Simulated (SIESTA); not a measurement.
**Sn3Se under changes of volume**

One of the cells (27.189 Å³/atom); the others are scaled copies at fixed shape and fractional positions:

```xyz
4
Lattice="4.7733 0.0000 0.0000 0.0000 4.7733 0.0000 0.0000 0.0000 4.7733" Properties=species:S:1:pos:R:3 pbc="T T T"
Sn    2.3866    2.3866    0.0000
Sn    2.3866    0.0000    2.3866
Sn    0.0000    2.3866    2.3866
Se    0.0000    0.0000    0.0000
```

The cell comes from a database or a generator and needn't be the stable form of this composition.

```yaml
Program: SIESTA 5.4.2
Functional: PBEsol
Potentials_or_basis: PseudoDojo 0.4 standard (PBEsol files)
Basis: DZP (energy shift 0.003 Ry; two zetas on semicore shells)
Grid_cutoff: 500 Ry
Energy_shift: 0.003 Ry
k_mesh: 6 × 6 × 6
Occupations: fermi-dirac, width 0.05 eV
Spin: no spin polarisation
```

```tsv
volume (Å³/atom)	energy over the lowest point (meV/atom)	pressure (GPa)
25.056	?	?
25.590	0.00	0.3
26.123	1.05	-0.9
27.189	13.28	-2.6
27.722	23.36	-3.4
28.255	35.72	-4.0
```

**Question.** What does the run at 25.056 Å³/atom give?

**Answer.** Energy over the lowest point 3.02 meV/atom; pressure 1.5 GPa.

Worked out: A Birch-Murnaghan fit of order 3 (a polynomial in V^(-2/3)) to the other rows has its minimum at 25.71 Å³/atom with B0 = V·E''(V) = 58 GPa and B' = 6.5. It gives 3.04 meV/atom at 25.056 Å³/atom, against the run's 3.02, and -dE/dV = 1.6 GPa, against 1.5.

Energies are extrapolated to zero smearing.

Caveats: the basis of atomic orbitals isn't converged, which shifts pressures, moduli and gaps.
